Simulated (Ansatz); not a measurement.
**CH3FOS2W: a ladder of functionals and wavefunction methods**

The task here is to estimate one member of a computed series from the others.

Computed with Ansatz 0.2.0, Gaussian basis. Level: functionals in def2-TZVPP, the program's frozen cores in correlated methods.

Plan: LDA (SPW92), PBE-D4, revPBE-D4, BLYP-D4, r2SCAN-D4, B97M-V, PBE0-D4, B3LYP-D4, r2SCANh-D4, r2SCAN0-D4, HSE06-D4, BHLYP-D4, CAM-B3LYP-D4, LC-ωPBE, ωB97X-V, ωB97M-V, B2PLYP, PBE-QIDH; CCSD(T)/def2-SVP; CCSD(T)/def2-TZVPP; MP2/def2-QZVPP; extrapolation to the limit; RPA on PBE.

### Structure used throughout

All runs share one geometry, relaxed beforehand with PBE0-D4 in a triple-zeta def2 set. W takes the def2 core potential; no spin-orbit term is included.

9 atoms, charge 0, spin multiplicity 1.

Atoms are counted from 1 here; the program's logs count them from 0.

Bond lengths: C1–O2 1.406 Å, C1–H7 1.093 Å, C1–H8 1.093 Å, C1–H9 1.091 Å, O2–W3 1.829 Å, W3–F4 1.853 Å, W3–S5 2.123 Å, W3–S6 2.123 Å. Angles: O2–C1–H7 109.6°, O2–C1–H8 109.6°, O2–C1–H9 108.3°, H7–C1–H8 109.8°, H7–C1–H9 109.8°, H8–C1–H9 109.8°, C1–O2–W3 145.0°, O2–W3–F4 111.1°, O2–W3–S5 108.0°, O2–W3–S6 108.0°, F4–W3–S5 110.7°, F4–W3–S6 110.7°, S5–W3–S6 108.1°.

Coordinates:

```xyz
9
CH3FOS2W
C     0.9191   -1.3208   -0.0393
O    -0.2557   -0.5567   -0.1493
W    -0.9717    1.1196   -0.0044
F    -2.7959    1.0972   -0.3319
S     0.0248    2.3826   -1.3900
S    -0.5685    1.8372    1.9526
H     1.3211   -1.2318    0.9728
H     1.6565   -0.9651   -0.7629
H     0.6702   -2.3623   -0.2477
```

Set-up of the first run:

Contents of in.yaml:

```yaml
crystal:
  periodic: [false, false, false]
  atoms:
    - {symbol: C, position_ang: [0.919116, -1.320818, -0.039296]}
    - {symbol: O, position_ang: [-0.255710, -0.556673, -0.149344]}
    - {symbol: W, position_ang: [-0.971691, 1.119641, -0.004360]}
    - {symbol: F, position_ang: [-2.795851, 1.097209, -0.331879]}
    - {symbol: S, position_ang: [0.024825, 2.382551, -1.390045]}
    - {symbol: S, position_ang: [-0.568523, 1.837230, 1.952611]}
    - {symbol: H, position_ang: [1.321142, -1.231753, 0.972827]}
    - {symbol: H, position_ang: [1.656525, -0.965119, -0.762859]}
    - {symbol: H, position_ang: [0.670168, -2.362268, -0.247653]}
basis:
  gaussian: {orbitals: def2-TZVPP}
hamiltonian: {xc: lda}
output: {orbitals: {seedname: orbitals}}
```

Launch:

```sh
ansatz run in.yaml --threads 8 --pin off --events-out ev --progress --plain --max-ram 18278MiB
```

Among the steps run: LDA; PBE-D4 (GGA); revPBE-D4 (GGA); BLYP-D4 (GGA); r2SCAN-D4 (meta-GGA); B97M-V (meta-GGA); PBE0-D4 (hybrid); B3LYP-D4 (hybrid); r2SCANh-D4 (hybrid); r2SCAN0-D4 (hybrid); HSE06-D4 (hybrid); BHLYP-D4 (hybrid); CAM-B3LYP-D4 (range-separated); LC-ωPBE (range-separated); ωB97X-V (range-separated); ωB97M-V (range-separated); B2PLYP (double hybrid); PBE-QIDH (double hybrid).

One of the session's tables, all rows but one given; the rest of the session is left out.

It belongs to the step «Orbital energies across the functionals». 

| functional | HOMO (eV) | LUMO (eV) | gap (eV) |
| --- | --- | --- | --- |
| LDA (SPW92) | -6.30 | -3.50 | 2.80 |
| PBE-D4 | -6.14 | -3.30 | 2.84 |
| revPBE-D4 | -6.08 | -3.23 | 2.85 |
| BLYP-D4 | -5.95 | -3.16 | 2.80 |
| r2SCAN-D4 | -6.42 | -3.29 | 3.13 |
| B97M-V | ? | ? | ? |
| PBE0-D4 | -7.25 | -2.63 | 4.61 |
| B3LYP-D4 | -7.00 | -2.79 | 4.21 |
| r2SCANh-D4 | -6.82 | -3.03 | 3.80 |
| r2SCAN0-D4 | -7.43 | -2.62 | 4.81 |
| HSE06-D4 | -6.86 | -3.01 | 3.85 |
| BHLYP-D4 | -8.18 | -1.77 | 6.41 |
| CAM-B3LYP-D4 | -8.41 | -1.58 | 6.82 |
| LC-ωPBE | -9.67 | -0.57 | 9.10 |
| ωB97X-V | -9.35 | -0.61 | 8.74 |
| ωB97M-V | -9.20 | -0.61 | 8.59 |

**Question.** Estimate the row for B97M-V.

As computed: HOMO (eV): -6.46; LUMO (eV): -3.24; gap (eV): 3.22. In the column «HOMO (eV)» it lies between r2SCANh-D4 (-6.82) and r2SCAN-D4 (-6.42).
